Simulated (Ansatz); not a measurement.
From input file to script: Mg₃Sc, space group Pm-3m in Ansatz 0.2.0.

```yaml
crystal:
  lattice: { a: 4.513144, b: 4.513144, c: 4.513144, alpha: 90.0, beta: 90.0, gamma: 90.0 }
  atoms:
    - { symbol: Mg, position: [0.5, 0.5, 0.0] }
    - { symbol: Mg, position: [0.5, 0.0, 0.5] }
    - { symbol: Mg, position: [0.0, 0.5, 0.5] }
    - { symbol: Sc, position: [0.0, 0.0, 0.0] }
basis:
  ecutwfc: 600.0
kpoints:
  mp_grid: { grid: [5, 5, 5], shift: [0.0, 0.0, 0.0] }
hamiltonian:
  xc: r2scan
scf:
  occupations: { method: fermi_dirac, width: 0.1 }
output:
  dos: { de: 0.1, method: { smearing: { sigma: 0.1 } }, projected: true }
```

On the command line:
```console
$ ansatz run input.yaml --threads 1 --pin off --max-ram 3072MiB --backend cpu --events-out ev --progress --plain --runs-dir out
Engine: ansatz 0.2.0, aarch64-unknown-linux-gnu
Pseudopotentials: kind: paw
Pseudopotential: Mg, paw, valence charge 10, recommended cutoff 500 eV (meta_gga), Mg.paw.azcp
Pseudopotential: Sc, paw, valence charge 11, recommended cutoff 500 eV (meta_gga), Sc.paw.azcp
Functional definition: r2SCAN
  parameter k0 = 0.174
  parameter k1 = 0.065
  parameter a1 = 4.9479
  exchange = r2scan_x(k0 = k0, k1 = k1, a1 = a1)
  correlation = r2scan_c
Crystal: 4 atoms, lattice volume = 91.926 Å³
Basis set: ecut = 600 eV, 3071 PW (Γ), exchange–correlation on 160×160×160 points (64 copies of the dense FFT grid, shifted against one another)
Bands: 25, of which v1, the nominal top of the filled ones, is band 21 counted from 1 (20 counted from 0)
Symmetry: 48 space group operations
Space group: Pm-3m (ITA 221), of the structure as read, at distance tolerance 4.5e-5 Å
k-points: 10 of 125
Non-local potential: Mg, projectors of the file, l = 0: 3, l = 1: 2, l = 2: 1
Non-local potential: Sc, projectors of the file, l = 0: 3, l = 1: 2, l = 2: 3, l = 3: 1
PAW form: soft (Blöchl's): semilocal exchange-correlation on the pseudo side does not see the compensation charge
PAW frozen core: Mg, regenerated for the run's functional (the file was generated under x = pbe(κ = 0.804, μ = 0.2195149727645171), c = pbe(β = 0.06672455060314922))
PAW frozen core: Sc, regenerated for the run's functional (the file was generated under x = pbe(κ = 0.804, μ = 0.2195149727645171), c = pbe(β = 0.06672455060314922))
PAW one-centre angular grid: Mg, 302 points (default); XC on 224 Gauss nodes
PAW one-centre angular grid: Sc, 590 points (default); XC on 160 Gauss nodes
Initial density: superposition of atomic densities (neutral atoms: chi_scale 0, normalization atom), corrected by the library's trained network
Initial wavefunctions: pseudopotential atomic-orbital guess
Functional: x = r2scan, c = r2scan; τ floored in thin density (d = 2e-4 eV/Å³)
SCF iter   1: F=—  HF=-7920.030678 eV  |F-HF|=—  |Δ(HF+E_count)|=         —  Δρ=1.26e-2  dr2=2.42e-1  dr2_τ=3.35e-3  ethr=1.77e-3  ⟨swp⟩=4.7  Hψ=894  notcnv=0
preconditioner: auto → Kerker (q_TF=auto, 2.385 Å⁻¹)  [metal: Δε(μ)=0.245 eV  Ē_g=4.021 eV  σ=0.100 eV  W_gap=0.42  n_scr=18 (ndim 8)  ℏωp=11.6 eV  f_vac=0.000  D(μ)=2.57/eV (n_scr^D=18)]
SCF iter   2: F=—  HF=-7920.015535 eV  |F-HF|=—  |Δ(HF+E_count)|=   1.51e-2  Δρ=3.83e-3  dr2=2.53e-2  dr2_τ=1.79e-3  ethr=5.89e-4  ⟨swp⟩=2.1  Hψ=449  notcnv=0
SCF iter   3: F=—  HF=-7920.014924 eV  |F-HF|=—  |Δ(HF+E_count)|=   6.11e-4  Δρ=1.60e-3  dr2=3.81e-3  dr2_τ=1.51e-4  ethr=6.17e-5  ⟨swp⟩=2.1  Hψ=299  notcnv=0
SCF iter   4: F=—  HF=-7920.015550 eV  |F-HF|=—  |Δ(HF+E_count)|=   6.26e-4  Δρ=4.27e-4  dr2=4.07e-4  dr2_τ=4.94e-6  ethr=9.30e-6  ⟨swp⟩=2.0  Hψ=322  notcnv=0
SCF iter   5: F=—  HF=-7920.015483 eV  |F-HF|=—  |Δ(HF+E_count)|=   6.72e-5  Δρ=1.13e-4  dr2=8.25e-6  dr2_τ=1.05e-6  ethr=9.93e-7  ⟨swp⟩=2.0  Hψ=300  notcnv=0
SCF iter   6: F=—  HF=-7920.015482 eV  |F-HF|=—  |Δ(HF+E_count)|=   5.97e-7  Δρ=2.44e-5  dr2=9.01e-7  dr2_τ=1.61e-8  ethr=2.01e-8  ⟨swp⟩=2.0  Hψ=431  notcnv=0
SCF iter   7: F=-7920.015482 eV  HF=-7920.015482 eV  |F-HF|=2.10e-8  |Δ(HF+E_count)|=   1.70e-7  Δρ=6.40e-6  dr2=6.49e-8  dr2_τ=1.84e-9  ethr=2.44e-10  ⟨swp⟩=4.0  Hψ=732  notcnv=0
SCF 1 converged in 7 iterations: F = -7920.015482 eV  dr2 = 6.49e-8
  greatest PAW one-centre occupation: 1.000 electrons in one spin orbital (limit 2), on the Mg atom at site 2 (counted from 0), in its partial waves of l = 0
SCF converged after 7 iterations
Free energy (F): -7920.015482 eV
Harris-Foulkes:  -7920.015482 eV  (|F-HF|=2.10e-8)
Internal energy: -7919.921936 eV  (E = F + TS)
E sigma→0 (E₀):  -7919.968709 eV
Entropy (-TS):   -0.093546 eV (-23.387 meV/atom)
Fermi energy:    6.633560 eV
--- Per-component energies (eV) ---
  E_band       = -1286.193006
  E_kinetic    = 483.109232
  E_local      = -5679.936489  (includes V_loc(G=0)·N_el)
  E_nonlocal   = 369.899195
  E_hartree    = 2015.369943
  E_xc         = -179.245803
  E_vxc        = -256.405276  (∫ρ·V_xc dr)
  E_paw        = -1852.295998  (= ΣΔE_a)
  E_vpaw       = -250.460115  (= ΣTr[D̂ρ^β])
  E_aug_tail   = -0.000004  (compensation charges beyond the density's cutoff)
  E_vtau       = 16.863351  (kinetic-family band-sum trace: ∫τ·v_τ [+ j·A + Jᵃ·Aᵃ] dr)
  E_ewald      = -3076.504896
  E_core_change = -0.317116  (= ΣΔE_core)
  E_smearing   = -0.093546  (= −TS)
  E_closure    = -0.000000  (closes the sum)
  Σ components = -7920.015482   (vs F -7920.015482, Δ=0.00e0)
--- Band table (eV; the first three rows and the last of 10) ---
  k-point 0: bands = ["-71.8227", "-71.8197", "-71.8197", "-45.4103", "-36.9396", "-36.9396", "-36.9396", "-36.9113", "-36.9113", "-36.9113", "-36.9093", "-36.9093", "-36.9093", "-23.0454", "-23.0454", "-23.0454", "-0.2354", "5.9084", "5.9084", "6.9688", "6.9688", "6.9688", "8.0819", "8.0819", "8.0819"]
  k-point 1: bands = ["-71.8224", "-71.8199", "-71.8197", "-45.4102", "-36.9387", "-36.9387", "-36.9380", "-36.9117", "-36.9117", "-36.9113", "-36.9110", "-36.9097", "-36.9097", "-23.0481", "-23.0452", "-23.0452", "0.0907", "4.5142", "6.0564", "6.8551", "6.8551", "7.2942", "8.1315", "8.3550", "8.3550"]
  k-point 2: bands = ["-71.8219", "-71.8205", "-71.8197", "-45.4101", "-36.9372", "-36.9372", "-36.9349", "-36.9142", "-36.9128", "-36.9128", "-36.9115", "-36.9101", "-36.9101", "-23.0524", "-23.0450", "-23.0450", "1.0425", "2.5922", "6.3370", "6.7071", "6.7071", "8.2152", "8.2154", "8.9388", "8.9388"]
  k-point 9: bands = ["-71.8209", "-71.8206", "-71.8206", "-45.4097", "-36.9522", "-36.9255", "-36.9255", "-36.9223", "-36.9220", "-36.9220", "-36.9042", "-36.9042", "-36.9040", "-23.0508", "-23.0507", "-23.0507", "3.3288", "4.6243", "4.6243", "4.9769", "5.8156", "5.8156", "6.4486", "8.3237", "8.8192"]
```

At the Python prompt:
```pycon
>>> from collections import defaultdict
>>> import json
>>> import ansatz as az
>>> import numpy as np
>>> xtal = (
...     az.Lattice.from_parameters(4.513144, 4.513144, 4.513144, alpha=90.0, beta=90.0, gamma=90.0)
...     .atom("Mg", (0.5, 0.5, 0.0))
...     .atom("Mg", (0.5, 0.0, 0.5))
...     .atom("Mg", (0.0, 0.5, 0.5))
...     .atom("Sc", (0.0, 0.0, 0.0))
... )
>>> # the calculation
>>> calculation = xtal.calculation()
>>> calculation = calculation.kpoints(5, 5, 5, center="gamma")
>>> calculation = calculation.occupations("Fermi-Dirac", width=0.1)
>>> calculation = calculation.basis(600)
>>> calculation = calculation.functional("r2scan")
>>> calculation = calculation.density_of_states(energy_step=0.1, method="smearing", broadening_width=0.1, projected=True)
>>> result = calculation.run(threads=1)

>>> report = result.report
>>> report["mixing_algorithm"], report["preconditioner"], report["eigensolver"]
('MSR1', 'Kerker', 'band_cg')
>>> result.lattice.cell_ang
array([[4.51314400e+00, 0.00000000e+00, 0.00000000e+00],
       [2.76350368e-16, 4.51314400e+00, 0.00000000e+00],
       [2.76350368e-16, 2.76350368e-16, 4.51314400e+00]])
>>> report["published_state_doubts"]
[]
>>> for key in ("converged", "n_iterations", "n_electrons", "n_kpoints", "n_pw", "n_symmetry_ops", "free_energy_ev", "fermi_energy_ev"):
...     print(f"{key:18s} {report[key]}")
...
converged          True
n_iterations       7
n_electrons        41.0
n_kpoints          10
n_pw               3071
n_symmetry_ops     48
free_energy_ev     -7920.015482328641
fermi_energy_ev    6.633559700576633
>>> dos = result.density_of_states()
>>> energy = np.asarray(dos.energies_ev) - dos.fermi_ev
>>> projected = result.projected_density_of_states()
>>> by_shell = defaultdict(float)
>>> for site in projected.sites:
...     for shell in site.shells:
...         for part in shell.curves:
...             by_shell[f"{site.species} {'spdf'[shell.l]}"] += np.sum(part.g_bin_mean_per_ev, axis=0)
...
>>> print("E - E_F  " + " ".join(f"{name:>7s}" for name in by_shell))
E - E_F     Mg s    Mg p    Sc s    Sc p    Sc d
>>> for e in np.arange(-6, 6 + 0.1, 1.0):
...     print(f"{e:7.1f}  " + " ".join(f"{np.interp(e, energy, curve):7.3f}" for curve in by_shell.values()))
...
   -6.0    0.280   0.000   0.099   0.001   0.002
   -5.0    1.251   0.000   0.309   0.008   0.039
   -4.0    0.774   0.000   0.186   0.004   0.068
   -3.0    0.436   0.000   0.295   0.001   0.165
   -2.0    1.186   0.000   0.050   0.002   0.484
   -1.0    0.204   0.000   0.020   0.000   0.311
    0.0    0.018   0.000   0.057   0.000   1.267
    1.0    0.001   0.000   0.001   0.000   1.454
    2.0    0.301   0.000   0.191   0.000   4.571
    3.0    0.000   0.000   0.000   0.000   0.003
    4.0    0.000   0.000   0.000   0.000   0.000
    5.0    0.000   0.000   0.000   0.000   0.000
    6.0    0.000   0.000   0.000   0.000   0.000
>>> keep = ["free_energy_ev", "energy_sigma0_ev", "fermi_energy_ev", "n_iterations", "converged", "magnetization_mub", "n_kpoints"]
>>> with open("mg3sc.json", "w") as handle:
...     json.dump({key: report[key] for key in keep}, handle, indent=1)
...
```

Total energies depend on the potentials; only differences at equal settings carry meaning. A total without «per atom» is that of the cell as typed. The mesh is modest for a metal, so energies can be off by several to tens of meV an atom and pressures by half a GPa or more; differences at equal mesh fare better. Only differences from the Fermi energy are physical; the zero of the scale is a convention. Projections exist only for the shells that the potentials hold, some of them semicore, and samples at single energies can miss narrow peaks. This cell is a computed structure, which may not be the phase found in nature. The computed bands are complete only to about 1.4 eV above the Fermi level; beyond that the density of states is undercounted. Hardware and time: 9.7 s on 1 thread of Arm Neoverse N1, on a shared host, peak memory 0.59 GiB.

(Lines on the test bed's own set-up are left out of the output.)
